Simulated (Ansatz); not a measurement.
# FH5W: the cost of one run

Method: RKS LDA/def2-SVP, in Ansatz 0.2.0.

## (1) The system as given

Bond lengths: W1–F2 2.050 Å, W1–H3 1.920 Å, W1–H4 1.720 Å, W1–H5 1.720 Å, W1–H6 1.720 Å, W1–H7 1.720 Å. Angles (14 of 15 angles, heavy atoms first): F2–W1–H3 37.4°, F2–W1–H4 90.0°, F2–W1–H5 117.0°, F2–W1–H6 90.0°, F2–W1–H7 153.0°, H3–W1–H4 90.0°, H3–W1–H5 154.3°, H3–W1–H6 90.0°, H3–W1–H7 115.7°, H4–W1–H5 90.0°, H4–W1–H6 180.0°, H4–W1–H7 90.0°, H5–W1–H6 90.0°, H5–W1–H7 90.0°.

As a file:

```xyz
7

W     0.0000    0.0000    0.0000
F     0.9293    0.0000    1.8273
H     1.7303    0.0000    0.8322
H     0.0000    1.7200    0.0000
H    -1.7200    0.0000    0.0000
H     0.0000   -1.7200    0.0000
H     0.0000    0.0000   -1.7200
```

## (2) A restrained relaxation towards end A

Springs on the bonds that form and break draw the guess towards this end; the thresholds are loose.

input.yaml

```yaml
crystal:
  periodic: [false, false, false]
  atoms:
    - { symbol: W, position_ang: [0.0, 0.0, 0.0] }
    - { symbol: F, position_ang: [0.9293, 0.0, 1.8273] }
    - { symbol: H, position_ang: [1.7303, 0.0, 0.8322] }
    - { symbol: H, position_ang: [0.0, 1.72, 0.0] }
    - { symbol: H, position_ang: [-1.72, 0.0, 0.0] }
    - { symbol: H, position_ang: [0.0, -1.72, 0.0] }
    - { symbol: H, position_ang: [0.0, 0.0, -1.72] }
basis:
  gaussian: { orbitals: def2-SVP }
hamiltonian:
  xc: lda
relax:
  f_tol: 0.15
  max_steps: 25
  restrain:
    - { distance: [1, 2], at: 2.12, k: 30.0 }
    - { distance: [0, 1], at: 1.85, k: 30.0 }
    - { distance: [0, 2], at: 1.72, k: 30.0 }
output:
  orbitals: {}
```

On the command line:

```
> ansatz run input.yaml --threads 1 --pin off --max-ram 2048MiB --backend cpu --events-out ev --progress --plain --runs-dir out
```

What time and memory should one allow on 1 thread of Arm Neoverse V2, shared host?

About 19 s, with a peak of 0.13 GiB.
